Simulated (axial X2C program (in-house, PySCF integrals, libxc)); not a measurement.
# Linear WNC⁺ at several levels

Aim: the two bond lengths and stretching wavenumbers of linear WNC⁺, with and without spin–orbit coupling, at PBE0, HF, LDA, MP2.

Program: an in-house X2C program for linear molecules on PySCF integrals. Level of theory: all-electron X2C, two-component (2c) or spin-free, W dyall-v3z, N dyall-av3z, C dyall-v3z. These are calculated values, not measurements.

All values are calculated.

2 further runs of the same task are left out: 2 set aside as unsound or not needed.

### Step 1. Set-up

File task.json:

```json
{"zs": [74, 7, 6], "q": 1, "bas": ["dyall-v3z", "dyall-av3z", "dyall-v3z"], "r0": [2.03, 1.17], "symm": 0, "scan": ["PBE0", "HF", "LDA"], "levels": ["PBE0", "HF", "r2SCAN"], "nst": 2}
```

Keys: zs atomic numbers; q charge; bas basis sets; r0 starting distance in Å; symm equal bonds; scan levels of the two-bond scan (MP2 follows by itself at each HF point); levels methods; nst determinants followed.

Launch:

```sh
$ python solin.py task.json out
```

Masses W 183.951, N 14.003, C 12.000 u.

### Step 2. Scan at PBE0, 2c

State: Ω = 1 (beyond evenly filled blocks: ω = -3/2, ω = 5/2). Energies above the lowest point, from the job's result record:

```tsv
r(W–N) (Å)	r(N–C) (Å)	E (meV)
1.8155	1.1749	78.83
1.8155	1.2050	32.10
1.8155	1.2351	63.85
1.8620	1.1749	38.69
1.8620	1.2050	0.00
1.8620	1.2351	40.11
1.8620	1.2653	144.76
1.9085	1.1749	63.69
1.9085	1.2050	31.73
1.9085	1.2351	78.75
1.9551	1.2050	114.89
1.9551	1.2653	285.47
```

A quadratic surface with cubic terms in each bond gives the minimum at 1.861 and 1.204 Å, force constants 4.73, 13.9 and coupling 0.79 mdyn/Å.

### Step 3. Scan at HF, 2c

State: Ω = 1 (beyond evenly filled blocks: ω = -3/2, ω = 5/2). Energies above the lowest point, from the job's result record:

```tsv
r(W–N) (Å)	r(N–C) (Å)	E (meV)
1.8155	1.1749	139.84
1.8155	1.2050	166.02
1.8155	1.2351	272.15
1.8620	1.1749	32.63
1.8620	1.2050	67.67
1.8620	1.2351	183.01
1.8620	1.2653	364.11
1.9085	1.1749	0.00
1.9085	1.2050	42.74
1.9085	1.2351	166.01
1.9551	1.2050	77.88
1.9551	1.2653	404.64
```

A quadratic surface with cubic terms in each bond gives the minimum at 1.909 and 1.176 Å, force constants 4.39, 16.6 and coupling 0.91 mdyn/Å.

### Step 4. Scan at LDA, 2c

State: Ω = 1 (beyond evenly filled blocks: ω = -3/2, ω = 5/2). Energies above the lowest point, from the job's result record:

```tsv
r(W–N) (Å)	r(N–C) (Å)	E (meV)
1.8155	1.1749	67.30
1.8155	1.2050	0.00
1.8155	1.2351	9.21
1.8620	1.1749	62.83
1.8620	1.2050	3.77
1.8620	1.2351	21.54
1.8620	1.2653	101.92
1.9085	1.1749	117.92
1.9085	1.2050	65.94
1.9085	1.2351	90.99
1.9551	1.2050	174.10
1.9551	1.2653	299.84
```

A quadratic surface with cubic terms in each bond gives the minimum at 1.834 and 1.214 Å, force constants 4.88, 12.8 and coupling 0.84 mdyn/Å.

### Step 5. Comparison

| level | r(W–N) (Å) | r(N–C) (Å) | lower stretch (cm⁻¹) | upper stretch (cm⁻¹) |
| --- | --- | --- | --- | --- |
| PBE0, 2c | 1.861 | 1.204 | 583.9 | 1934.6 |
| HF, 2c | 1.909 | 1.176 | 566.3 | 2098.2 |
| LDA, 2c | 1.834 | 1.214 | 592.2 | 1853.3 |
| MP2, 2c | 1.893 | 1.208 | 564.9 | 1967.1 |
| PBE0, spin-free | 1.860 | 1.205 | 585.7 | 1923.0 |
| HF, spin-free | 1.909 | 1.176 | 567.4 | 2088.6 |
| LDA, spin-free | 1.833 | 1.216 | 595.0 | 1839.6 |
| MP2, spin-free | 1.892 | 1.209 | 567.2 | 1975.5 |

Scans not shown above were run alike.

**Reading.** Over the levels the W–N bond spans 1.833 to 1.909 Å and the N–C bond 1.176 to 1.216 Å. At PBE0 going from spin-free to two-component moves the bonds by +0.001 and -0.001 Å. Each state is one determinant, the lowest of a limited PBE0 search; the stretches come from a fit to few points and are good to some per cent at best. MP2 freezes inner shells (threshold -2 hartree). The molecule was held linear; bending was not examined, so a bent shape may lie lower. Open-shell Ω = 0 determinants with evenly filled partner blocks cannot be reached by this program, so the Ω shown need not be the lowest component. Note: functional without a current term on a determinant with orbital currents, of the molecule or an atom. Note: several unpaired electrons, one determinant need not be a pure state.
